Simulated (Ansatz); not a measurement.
Crystal: Cu3O2.

```
CELL_PARAMETERS angstrom
-2.02298 2.02298 3.67362
2.02298 -2.02298 3.67362
2.02298 2.02298 -3.67362
ATOMIC_POSITIONS crystal
Cu 0.00000 0.00000 0.00000
Cu 0.75000 0.25000 0.50000
Cu 0.25000 0.75000 0.50000
O 0.50000 0.00000 0.50000
O 0.00000 0.50000 0.50000
```

The cell comes from a database or a generator and needn't be the stable form of this composition.

Base run:

| Quantity | Value |
| --- | --- |
| Program | Ansatz 0.2.0 |
| Functional | PBEsol |
| Potentials or basis | Ansatz PAW |
| Cutoff | 420 eV |
| Density cutoff | 1680 eV |
| k mesh | 9 × 9 × 9 |
| Occupations | fermi-dirac, width 0.05 eV |
| Spin | no spin polarisation |

Its results: band gap on the k mesh none (metal or under the smearing width); pressure -6.2 GPa.

Q: The run is repeated on the same cell with these changes: functional from PBEsol to revPBE. What comes out?

A: Band gap on the k mesh none (metal or under the smearing width); pressure 4.1 GPa.

revPBE binds less tightly than PBEsol, so the same cell stands under more pressure.

Caveats: an odd number of electrons without spin polarisation forces a metal; a magnetic or distorted state may lie lower; the run has no spin polarisation, though such a crystal can be magnetic; semilocal functionals often make such compounds metallic where correlation or magnetic order opens a gap, which also shifts bond lengths; the PAW data sets come from PBE, with cores solved anew for the run's functional, which leaves a small shift of forces and pressure; the density of states is complete only up to the lowest level of the last band computed; the potentials were made for another functional, which shifts forces and pressure (some runs).

Not every run made on this cell is shown here.
